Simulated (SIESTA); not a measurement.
# Mg5Te under changes of volume

One of the cells (24.207 Å³/atom); the others are scaled copies at fixed shape and fractional positions:

```
CELL_PARAMETERS angstrom
2.80733 1.62081 5.31999
-2.80733 1.62081 5.31999
0.00000 -3.24163 5.31999
ATOMIC_POSITIONS crystal
Te 0.50000 0.50000 0.50000
Mg 0.82981 0.82981 0.82981
Mg 0.17019 0.17019 0.17019
Mg 0.00000 0.66845 0.33155
Mg 0.33155 0.00000 0.66845
Mg 0.66845 0.33155 0.00000
```

The cell comes from a database or a generator and needn't be the stable form of this composition.

| Item | Value |
| --- | --- |
| Program | SIESTA 5.4.2 |
| Functional | PBE |
| Potentials or basis | PseudoDojo 0.4 standard (PBE files) |
| Basis | DZP (energy shift 0.003 Ry; two zetas on semicore shells) |
| Grid cutoff | 800 Ry |
| Energy shift | 0.003 Ry |
| k mesh | 6 × 6 × 6 |
| Occupations | fermi-dirac, width 0.05 eV |
| Spin | no spin polarisation |

```tsv
volume (Å³/atom)	energy over the lowest point (meV/atom)	pressure (GPa)	largest force (eV/Å)
22.308	28.70	4.3	0.013
22.783	17.48	3.3	0.012
23.258	9.22	2.4	0.010
24.207	0.92	0.7	0.004
24.681	0.00	0.0	0.004
25.156	?	?	?
```

Q: What does the run at 25.156 Å³/atom give?

A: Energy over the lowest point 1.11 meV/atom; pressure -0.7 GPa; largest force 0.003 eV/Å.

Worked out: A Birch-Murnaghan fit of order 3 (a polynomial in V^(-2/3)) to the other rows has its minimum at 24.66 Å³/atom with B0 = V·E''(V) = 33 GPa and B' = 5.9 at fixed shape and positions, which overstates the stiffness. It gives 0.99 meV/atom at 25.156 Å³/atom, against the run's 1.11, and -dE/dV = -0.6 GPa, against -0.7.

Energies are extrapolated to zero smearing.

Caveats: the basis of atomic orbitals isn't converged, which shifts pressures, moduli and gaps.
